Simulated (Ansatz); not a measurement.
# GaH− (quartet): RPA-PBE over a scan of the distance Ga1–H2, aug-cc-pVDZ

Aim: run GaH− (quartet) with these functionals over a scan of the distance Ga1–H2, and hold them against the top wave-function level at the same points.

Method: aug-cc-pVDZ, all electrons in the functionals, frozen cores in the correlation of double hybrids and RPA; program: Ansatz 0.2.0, Gaussian basis.

To be run: RPA-PBE, at 1.305 Å; 1.454 Å; 1.603 Å; 1.731 Å; 1.959 Å; 2.263 Å; 2.568 Å; 2.913 Å; 3.510 Å; 4.250 Å; 5.414 Å.

16 further runs of the same task are left out: 1 for a known fault of the program, 12 that didn't finish, 3 set aside as unsound or not needed. Runs told in other sessions of the task aren't counted.

### Step 1. The geometry

The geometry derives from a PBE0/def2-TZVPD stationary point (not a proven minimum). One bond is set to the value named and the two fragments are kept rigid. No spin-orbit coupling is included. The filled d shell of Ga may be among the frozen orbitals whatever the setting's name suggests.

2 atoms, charge -1, spin multiplicity 4.

Atoms are counted from 1 here; the program's logs count them from 0.

Bond lengths: Ga1–H2 1.603 Å.

Geometry (Å):

```xyz
2
GaH
Ga    0.0000    0.0000    0.0000
H     0.0000    0.0000    1.6026
```

No dispersion term is added.

The geometry shown and the zero of energy belong to the point 1.603 Å. The yardstick, FCI, and other wave-function levels (R restricted, U unrestricted, valence and pair active spaces) come from earlier runs.

### Step 2. RPA-PBE, 1.305 Å

File in.yaml:

```yaml
crystal:
  periodic: [false, false, false]
  atoms:
    - {symbol: Ga, position_ang: [0.000000, 0.000000, 0.000000]}
    - {symbol: H, position_ang: [0.000000, 0.000000, 1.305000]}
basis:
  gaussian: {orbitals: aug-cc-pVDZ}
total_charge: -1
magnetization: {spin_polarized: true, initial_magnetization: 3}
hamiltonian: {xc: {name: PBE}}
correlation: {method: rpa, electrons: outside_noble_gas}
```

Command:

```sh
$ ansatz run in.yaml --threads 1 --pin off --events-out ev --progress --plain --max-ram 2393MiB
```

Further steps of the session: RPA-PBE, 1.454 Å; RPA-PBE, 1.603 Å; RPA-PBE, 1.731 Å; RPA-PBE, 1.959 Å; RPA-PBE, 2.263 Å; RPA-PBE, 2.568 Å; RPA-PBE, 2.913 Å; RPA-PBE, 3.510 Å; RPA-PBE, 4.250 Å; RPA-PBE, 5.414 Å.

Q: Predict the results of all the runs planned. Wanted: span of the FCI curve; largest miss, RPA-PBE.

**Answer**, as computed:

| quantity | value |
| --- | --- |
| span of the FCI curve | 26.6 kcal/mol |
| largest miss, RPA-PBE | -4.6 kcal/mol (5.414 Å) |

What this shows: RPA-PBE strays by up to 4.6 kcal/mol, at 5.414 Å. Functionals and the yardstick converge differently with the basis, so part of each miss in aug-cc-pVDZ is the basis.
